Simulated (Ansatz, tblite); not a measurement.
# GeF2Me2 (C₂H₆F₂Ge): rung by rung

The task here is to estimate one member of a computed series from the others.

Method: as each input shows; program: Ansatz 0.2.0, Gaussian basis.

Levels to be run: GFN1-xTB, GFN2-xTB, PBE-D4/def2-TZVP, r2SCAN-D4/def2-TZVP, r2SCAN0-D4/def2-TZVP, ωB97M-V/def2-TZVP, revPBE-D4/def2-TZVP, PBE-D4/def2-SVP, PBE0-D4/def2-SVP, HF/6-31G, B3LYP-D4/6-31G, PBE0-D4/def2-TZVPD, PBE-D4/def2-TZVPD, r2SCAN0-D4/def2-TZVPD, CCSD(T)/def2-TZVP, RPA/def2-TZVP.

2 further runs of the same task are left out: 2 set aside as unsound or not needed.

## The structure

The singlet was relaxed beforehand with r2SCAN-D4/def2-SVP.

11 atoms, charge 0, spin multiplicity 1.

Bond lengths: Ge1–F2 1.741 Å, Ge1–F3 1.741 Å, Ge1–C4 1.926 Å, Ge1–C8 1.926 Å, C4–H5 1.100 Å, C4–H6 1.100 Å, C4–H7 1.099 Å, C8–H9 1.100 Å, C8–H10 1.100 Å, C8–H11 1.099 Å. Angles: F2–Ge1–F3 103.6°, F2–Ge1–C4 107.8°, F2–Ge1–C8 107.7°, F3–Ge1–C4 107.7°, F3–Ge1–C8 107.8°, C4–Ge1–C8 121.0°, Ge1–C4–H5 110.5°, Ge1–C4–H6 110.3°, Ge1–C4–H7 109.0°, H5–C4–H6 109.1°, H5–C4–H7 109.0°, H6–C4–H7 109.0°, Ge1–C8–H9 110.5°, Ge1–C8–H10 110.3°, Ge1–C8–H11 109.0°, H9–C8–H10 109.1°, H9–C8–H11 108.9°, H10–C8–H11 109.0°.

PBE0-D4/def2-TZVP was run before; its log isn't repeated, and its numbers join the tables.

The first run:

Tight binding, by tblite at 300 K electronic temperature and without a spin-polarisation term:

```python
tblite.interface.Calculator('GFN1-xTB', numbers, positions, charge=0, uhf=0).singlepoint()
```

Tight binding, by tblite at 300 K electronic temperature and without a spin-polarisation term:

```python
tblite.interface.Calculator('GFN2-xTB', numbers, positions, charge=0, uhf=0).singlepoint()
```

start.molden holds the orbitals of an earlier run on this state, given as this run's starting guess.

in.yaml

```yaml
crystal:
  periodic: [false, false, false]
  atoms:
    - {symbol: Ge, position_ang: [0.484657, 0.002766, 0.339508]}
    - {symbol: F, position_ang: [0.583300, 0.004702, 2.078060]}
    - {symbol: F, position_ang: [2.151515, 0.011520, -0.164274]}
    - {symbol: C, position_ang: [-0.300525, 1.674405, -0.206799]}
    - {symbol: H, position_ang: [-1.345273, 1.737003, 0.130725]}
    - {symbol: H, position_ang: [-0.270180, 1.770577, -1.301823]}
    - {symbol: H, position_ang: [0.269356, 2.501248, 0.240332]}
    - {symbol: C, position_ang: [-0.284281, -1.677853, -0.202255]}
    - {symbol: H, position_ang: [-0.341563, -1.738938, -1.298738]}
    - {symbol: H, position_ang: [-1.294878, -1.788127, 0.217084]}
    - {symbol: H, position_ang: [0.347872, -2.497303, 0.168200]}
basis:
  gaussian: {orbitals: def2-TZVP, initial_orbitals: start.molden}
hamiltonian: {xc: pbe, dispersion: d4}
scf: {omitted_lower_state_checks: [starts]}
output: {orbitals: {seedname: orbitals}}
```

Command:

```bash
ansatz run in.yaml --threads 4 --pin off --events-out ev --progress --plain --max-ram 4787MiB
```

Steps of the session up to this table: PBE-D4/def2-TZVP; r2SCAN-D4/def2-TZVP; r2SCAN0-D4/def2-TZVP; ωB97M-V/def2-TZVP; revPBE-D4/def2-TZVP; PBE-D4/def2-SVP; PBE0-D4/def2-SVP; HF/6-31G; B3LYP-D4/6-31G; PBE0-D4/def2-TZVPD; PBE-D4/def2-TZVPD; r2SCAN0-D4/def2-TZVPD; CCSD(T)/def2-TZVP; RPA/def2-TZVP.

One table of the session follows, with a row left open; its other results are not shown here.

| method | binding an atom (eV) |
| --- | --- |
| HF/6-31G | 2.763 |
| HF/def2-TZVP | 2.910 |
| PBE-D4/def2-SVP | 3.968 |
| PBE-D4/def2-TZVP | 3.951 |
| PBE-D4/def2-TZVPD | 3.953 |
| revPBE-D4/def2-TZVP | 3.854 |
| r2SCAN-D4/def2-TZVP | 3.910 |
| B3LYP-D4/6-31G | 3.819 |
| PBE0-D4/def2-SVP | 3.898 |
| PBE0-D4/def2-TZVP | 3.886 |
| PBE0-D4/def2-TZVPD | 3.888 |
| r2SCAN0-D4/def2-TZVP | ? |
| r2SCAN0-D4/def2-TZVPD | 3.851 |
| ωB97M-V/def2-TZVP | 3.893 |
| MP2/def2-TZVP | 3.859 |
| CCSD/def2-TZVP | 3.747 |
| CCSD(T)/def2-TZVP | 3.796 |

**Question.** Estimate the row for r2SCAN0-D4/def2-TZVP.

The run gave: binding an atom (eV): 3.849. In the column «binding an atom (eV)» it lies between B3LYP-D4/6-31G (3.819) and r2SCAN0-D4/def2-TZVPD (3.851).

Among the levels timed on like hardware and quicker than the yardstick, those that no quicker one beats, quickest first: HF/6-31G (0.76 s, -1.033 eV); PBE-D4/def2-SVP (1.5 s, +0.172 eV); B3LYP-D4/6-31G (1.6 s, +0.023 eV).

To keep in mind: Free atoms were run apart at each level; binding is atoms less cluster, divided by the number of atoms, without zero-point or spin-orbit terms. CCSD(T)/def2-TZVP isn't at the basis-set limit; small misses against it rank nothing.
